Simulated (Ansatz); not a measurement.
**CHAlIO+ (SMILES O=[C+][AlH][I]): one structure at several levels**

A test off equilibrium: a structure displaced at random from a GFN2-xTB minimum is computed at several levels, and each is set against CCSD(T).

Program: Ansatz 0.2.0, Gaussian basis. Level of theory: single points in def2-TZVPP. These are calculated values, not measurements.

Correlated methods freeze the cores. Filled d shells of the heavier atoms are correlated. Core potentials replace the inner electrons past krypton, and spin-orbit coupling is left out.

## (1) Where the work starts

SMILES `O=[C+][AlH][I]`, 5 atoms, charge 1, spin multiplicity 1.

Atoms are counted from 1 here; the program's logs count them from 0.

Bond lengths: O1–C2 1.162 Å, C2–Al3 2.163 Å, Al3–I4 2.640 Å, Al3–H5 1.370 Å. Angles: O1–C2–Al3 173.7°, C2–Al3–I4 96.1°, C2–Al3–H5 114.3°, I4–Al3–H5 149.0°.

Coordinates:

```xyz
5
CHAlIO
O     0.6932   -1.7834    1.3547
C     0.5473   -0.8821    0.6359
Al    0.0982    0.8632   -0.5607
I    -2.2465    0.0132   -1.4261
H     1.0024    1.8839   -0.4304
```

## (2) CCSD(T)/def2-TZVPP

Contents of run/in.yaml:

```yaml
crystal:
  periodic: [false, false, false]
  atoms:
    - {symbol: O, position_ang: [0.693200, -1.783400, 1.354700]}
    - {symbol: C, position_ang: [0.547300, -0.882100, 0.635900]}
    - {symbol: Al, position_ang: [0.098200, 0.863200, -0.560700]}
    - {symbol: I, position_ang: [-2.246500, 0.013200, -1.426100]}
    - {symbol: H, position_ang: [1.002400, 1.883900, -0.430400]}
basis:
  gaussian: {orbitals: def2-TZVPP}
total_charge: 1
correlation: {method: ccsd_t}
output: {forces: true}
```

No record of the launch command was kept for these runs.

## (3) PBE0-D4/def2-TZVPP

Edit run/in.yaml of step 2 so:

```diff
@@ -11,3 +11,3 @@
 total_charge: 1
-correlation: {method: ccsd_t}
-output: {forces: true}
+hamiltonian: {xc: pbe0, dispersion: d4}
+output: {forces: true, orbitals: {seedname: orbitals}}
```

## (4) wB97M-V/def2-TZVPP

Edit run/in.yaml of step 3 so:

```diff
@@ -11,3 +11,3 @@
 total_charge: 1
-hamiltonian: {xc: pbe0, dispersion: d4}
-output: {forces: true, orbitals: {seedname: orbitals}}
+hamiltonian: {xc: {name: wB97M-V}}
+output: {forces: true}
```

## (5) r2SCAN-D4/def2-TZVPP

Edit run/in.yaml of step 4 so:

```diff
@@ -11,3 +11,3 @@
 total_charge: 1
-hamiltonian: {xc: {name: wB97M-V}}
+hamiltonian: {xc: r2scan, dispersion: d4}
 output: {forces: true}
```

## (6) PBE-D4/def2-TZVPP

Edit run/in.yaml of step 5 so:

```diff
@@ -11,3 +11,3 @@
 total_charge: 1
-hamiltonian: {xc: r2scan, dispersion: d4}
+hamiltonian: {xc: pbe, dispersion: d4}
 output: {forces: true}
```

## (7) wB97X-V/def2-TZVPP

Edit run/in.yaml of step 6 so:

```diff
@@ -11,3 +11,3 @@
 total_charge: 1
-hamiltonian: {xc: pbe, dispersion: d4}
+hamiltonian: {xc: {name: wB97X-V}}
 output: {forces: true}
```

## (8) LC-wPBE/def2-TZVPP

Edit run/in.yaml of step 7 so:

```diff
@@ -11,3 +11,3 @@
 total_charge: 1
-hamiltonian: {xc: {name: wB97X-V}}
+hamiltonian: {xc: {name: LC-wPBE}}
 output: {forces: true}
```

(Steps that only read results are left out.)

Before running it: what results should come out? Wanted: energy less free atoms, CCSD(T)/def2-TZVPP; RMS force component; RMS force error; HOMO and LUMO, PBE0-D4; T1 diagnostic.

**Answer**, as computed:

| quantity | value |
| --- | --- |
| energy less free atoms, CCSD(T)/def2-TZVPP | -9.608 eV |
| RMS force component | 2.373 to 3.118 eV/Å over the methods |
| RMS force error | PBE0-D4 0.479, wB97M-V 0.577, r2SCAN-D4 0.183, PBE-D4 0.348, wB97X-V 0.526, LC-wPBE 0.717 eV/Å |
| HOMO and LUMO, PBE0-D4 | -12.53 and -8.78 eV |
| T1 diagnostic | 0.016 |

In words: Against CCSD(T) the functionals' energies less atoms differ by -1.054 to +0.026 eV, PBE-D4 by -1.054 eV. The reference is not at the basis limit: in triple zeta CCSD(T) underbinds, which counts against methods that bind more; the gaps are no ranking. On forces the order runs from r2SCAN-D4 to LC-wPBE. Frozen-core CCSD(T) forces in triple zeta carry basis errors of their own, and this is one geometry, so small gaps rank nothing.
